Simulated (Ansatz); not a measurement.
# YbGe2Ru2: single point with PBEsol

The system is YbGe2Ru2.

```xyz
5
Lattice="-2.1015 2.1015 4.8815 2.1015 -2.1015 4.8815 2.1015 2.1015 -4.8815" Properties=species:S:1:pos:R:3 pbc="T T T"
Yb    0.0000    0.0000    0.0000
Ru    2.1015    0.0000    2.4407
Ru    0.0000    2.1015    2.4407
Ge    0.0000    0.0000    6.1019
Ge    0.0000    0.0000    3.6611
```

- Program: Ansatz 0.2.0
- Task: single point
- Functional: PBEsol
- Potentials or basis: Ansatz PAW
- Cutoff: 420 eV (not typed: the program's choice for these potentials)
- k mesh: 8 × 8 × 8
- Occupations: fermi-dirac, width 0.05 eV
- Spin: collinear spin, ferromagnetic start
- Starting moments: [1.5, 1.5, 1.5, 0.0, 0.0] μB
- Fixed moment: 4.5 μB

* Pressure: 5.6 GPa
* Largest force: 0.738 eV/Å
* Net moment: 4.50 μB per cell
* Absolute moment: 4.50 μB per cell
* Site moments: Yb +0.74; Ru +1.24; Ge +0.08 μB

Forces on the atoms (eV/Å):
```
Yb   0.000  0.000  0.000
Ru   0.000  0.000  0.000
Ru   0.000  0.000  0.000
Ge   0.000  0.000 -0.738
Ge   0.000  0.000  0.738
```

Stress tensor (GPa, compression positive):
```
 2.96  0.00  0.00
 0.00  2.96  0.00
 0.00  0.00 10.95
```

Run time: 36 s on 2 threads of Arm Neoverse V1, with other jobs on the host, peak memory 0.69 GiB.

Caveat: the cell's inner coordinates are idealised or old, which leaves forces on the atoms; the total moment is fixed, so each spin has its own Fermi level; the PAW data sets come from PBE, with cores solved anew for the run's functional, which leaves a small shift of forces and pressure; the thresholds are loose for stress. The state reached can hang on the start; a lower one may exist.
